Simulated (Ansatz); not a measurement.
# BClH6NP: the cost of one run

Method: RKS r2SCANh-D4/6-31G*, in Ansatz 0.2.0.

## 1. The structure to begin with

Bond lengths: B1–Cl3 1.860 Å, B1–N4 1.550 Å, N4–H5 1.060 Å, N4–H6 1.060 Å, B1–P7 2.210 Å, P7–H8 1.420 Å, P7–H9 1.420 Å, P7–H10 1.564 Å. Angles: Cl3–B1–N4 120.0°, Cl3–B1–P7 96.8°, N4–B1–P7 101.3°, B1–N4–H5 120.0°, B1–N4–H6 120.0°, H5–N4–H6 120.0°, B1–P7–H8 109.5°, B1–P7–H9 109.5°, B1–P7–H10 56.9°, H8–P7–H9 109.4°, H8–P7–H10 57.6°, H9–P7–H10 145.7°.

As a file:

```xyz
10

B     0.0000    0.0000    0.0000
H     0.0000    0.0000    1.5400
Cl    1.6108    0.0000   -0.9300
N    -1.3423    0.0000   -0.7750
H    -2.0112   -0.8164   -0.6764
H    -1.5914    0.8164   -1.4036
P     0.0991    2.0949    0.6969
H     0.6595    2.1347    2.0010
H     0.9104    2.8515   -0.1895
H     0.0413    0.8730    1.6712
```

## 2. A restrained relaxation towards end A

Springs on the bonds that form and break draw the guess towards this end; the thresholds are loose.

Contents of input.yaml:

```yaml
crystal:
  periodic: [false, false, false]
  atoms:
    - { symbol: B, position_ang: [0.0, 0.0, 0.0] }
    - { symbol: H, position_ang: [0.0, 0.0, 1.54] }
    - { symbol: Cl, position_ang: [1.6108, 0.0, -0.93] }
    - { symbol: "N", position_ang: [-1.3423, 0.0, -0.775] }
    - { symbol: H, position_ang: [-2.0112, -0.8164, -0.6764] }
    - { symbol: H, position_ang: [-1.5914, 0.8164, -1.4036] }
    - { symbol: P, position_ang: [0.0991, 2.0949, 0.6969] }
    - { symbol: H, position_ang: [0.6595, 2.1347, 2.001] }
    - { symbol: H, position_ang: [0.9104, 2.8515, -0.1895] }
    - { symbol: H, position_ang: [0.0413, 0.873, 1.6712] }
basis:
  gaussian: { orbitals: "6-31G*" }
hamiltonian:
  xc: r2scanh
  dispersion: d4
relax:
  f_tol: 0.15
  max_steps: 25
  restrain:
    - { distance: [0, 6], at: 3.11, k: 30.0 }
    - { distance: [9, 1], at: 1.86, k: 30.0 }
    - { distance: [0, 1], at: 1.19, k: 30.0 }
    - { distance: [9, 6], at: 1.42, k: 30.0 }
```

Launch:

```
ansatz run input.yaml --threads 2 --pin off --max-ram 3072MiB --backend cpu --events-out ev --progress --plain --runs-dir out
```

What time and memory should one allow on 2 threads of Arm Neoverse V1, shared host?

About 51 s, with a peak of 0.18 GiB.
